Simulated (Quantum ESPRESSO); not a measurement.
Crystal: NbTe2.

```
CELL_PARAMETERS angstrom
2.09371 1.20881 6.33008
-2.09371 1.20881 6.33008
0.00000 -2.41761 6.33008
ATOMIC_POSITIONS crystal
Nb 0.00000 0.00000 0.00000
Te 0.25200 0.25200 0.25200
Te 0.74800 0.74800 0.74800
```

The cell was built by a generator and needn't be a form met in nature.

Base run:

| Item | Value |
| --- | --- |
| Program | Quantum ESPRESSO 7.5 |
| Functional | PBEsol |
| Potentials or basis | PseudoDojo 0.4.1 SR PBEsol standard |
| Cutoff | 1116 eV |
| Density cutoff | 4463 eV |
| k mesh | 5 × 5 × 5 |
| Occupations | gaussian, width 0.05 eV |
| Spin | collinear spin, ferromagnetic start |
| Starting moments | [1.0, 0.0, 0.0] μB |

Its results: band gap on the k mesh none (metal or under the smearing width); pressure -5.1 GPa; net moment 0.93 μB per cell; site moments Nb +0.77; Te -0.05 μB; largest force 0.087 eV/Å.

Task: The run is repeated on the same cell with these changes: hubbard terms from none to Nb d U = 2 eV. What comes out?

Result: Band gap on the k mesh none (metal or under the smearing width); pressure -3.7 GPa; net moment 1.03 μB per cell; site moments Nb +1.02; Te -0.12 μB; largest force 0.274 eV/Å.

Caveats: the U is typed as a test and isn't derived for this compound (some runs).
